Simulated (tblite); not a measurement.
# C22H12N6S2: the cost of one run

Programs: tblite 0.8.0 and PySCF 2.14.0, with routines of our own; each step states its level. All values are computed. Atoms count from 0.

## 1. The starting structure

42 atoms, charge 0, multiplicity 1; geometry from: force field, distance geometry or constructed start.

## 2. Geometry optimisation with GFN2-xTB

The job: settings as JSON, then the geometry in Å.

```
{"job": {"kind": "relax", "xc": "GFN2-xTB", "basis": "xTB"}, "charge": 0, "multiplicity": 1}
C      7.211700    -0.883500     1.262300
C      5.819100    -0.799500     1.235500
C      5.190500    -0.262900     0.119100
C      3.721400    -0.170300     0.043400
C      2.878500    -1.278700     0.324500
C      1.462800    -1.225700     0.267600
C      0.730200    -0.061700    -0.058300
C     -0.725900    -0.021800    -0.099000
C     -1.456700     0.423700    -1.224100
C     -2.875600     0.470900    -1.280000
C     -3.723300     0.068800    -0.226000
C     -5.186800     0.135000    -0.313600
C     -5.829900     1.311700    -0.723500
C     -7.208300     1.330600    -0.819300
N     -7.998400     0.279600    -0.528600
C     -7.370500    -0.848500    -0.119700
C     -5.991400    -0.963100    -0.007300
C     -3.046400    -0.401300     0.943400
N     -3.617800    -0.826600     2.086800
S     -2.393800    -1.230000     3.127000
N     -1.075300    -0.905800     2.186900
C     -1.527700    -0.443900     1.005700
C      1.524800     1.094200    -0.333700
N      1.057200     2.306700    -0.672200
S      2.379900     3.292900    -0.870900
N      3.599500     2.219100    -0.578000
C      3.040700     1.036700    -0.288200
C      5.997700     0.175100    -0.933900
C      7.375800     0.054800    -0.824000
N      7.998900    -0.468900     0.256900
H      7.733300    -1.290700     2.122300
H      5.254300    -1.146600     2.101700
H      3.334200    -2.235900     0.575700
H      0.924000    -2.145400     0.503200
H     -0.909200     0.764200    -2.109100
H     -3.323100     0.834800    -2.211200
H     -5.265900     2.208200    -0.973400
H     -7.736600     2.230500    -1.132300
H     -8.019400    -1.689900     0.107500
H     -5.568000    -1.903800     0.320200
H      5.573900     0.601600    -1.833500
H      8.037300     0.381300    -1.617600
```

Launch:

```
$ OMP_NUM_THREADS=2 python large_run.py task.json out
```

The driver reads the jobs from task.json and runs them one after another.

**Question.** How long does this first job take on 2 threads of Arm Neoverse V2, shared host, and how much memory does it need?

About 2.1 s, with a peak of 0.18 GiB.
